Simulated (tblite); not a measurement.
# C4H12O3Si2: the cost of one run

Programs: PySCF 2.14.0 with density-fitted response routines of our own, and tblite 0.8.0. All values are computed, except where a source is named. Atoms count from 0 throughout.

## 1. The starting structure

21 atoms, charge 0, multiplicity 1; geometry from: MMFF94s geometry.

Bonds of the start (Å): C0–C1 1.51, C0–H10 1.09, C0–H11 1.09, C0–H9 1.09, C1–O2 1.22, C1–Si3 1.91, C4–H13 1.09, C4–H14 1.09, C4–H15 1.09, C7–H17 1.09, C7–H18 1.10, C7–H19 1.10, O5–Si6 1.66, O8–H20 0.97, Si3–C4 1.88, Si3–H12 1.47, Si3–O5 1.67, Si6–C7 1.84, Si6–H16 1.49, Si6–O8 1.65.

## 2. GFN2-xTB relaxation, conformer 1

Job settings and geometry (Å):

```
{"job": {"xc": "GFN2-xTB", "basis": "xTB", "kind": "relax"}, "charge": 0, "multiplicity": 1}
C      2.942200     1.552700    -0.348600
C      1.560100     1.153200     0.097700
O      0.862200     1.803700     0.861600
Si     0.863800    -0.506300    -0.532800
C      1.479200    -1.907500     0.558400
O     -0.805900    -0.504500    -0.635900
Si    -2.090700    -0.019000     0.290400
C     -3.709300    -0.418000    -0.491600
O     -1.923900     1.589800     0.631400
H      2.946700     1.669100    -1.430400
H      3.191100     2.514300     0.105000
H      3.668600     0.809900    -0.032500
H      1.384700    -0.753700    -1.884400
H      1.125300    -2.871600     0.178700
H      1.129900    -1.778500     1.583800
H      2.571300    -1.932900     0.575500
H     -1.996300    -0.745600     1.582500
H     -3.827700     0.088900    -1.453900
H     -4.550600    -0.119200     0.150900
H     -3.802800    -1.495200    -0.677000
H     -1.026900     1.887500     0.870600
```

Run with:

```sh
$ OMP_NUM_THREADS=1 python ens_run.py task.json out
```

This one command runs the whole study; its stages follow in the order run.

Q: Estimate the wall time of this first job on 1 thread of Arm Neoverse N1, shared host.

About 4.1 s.
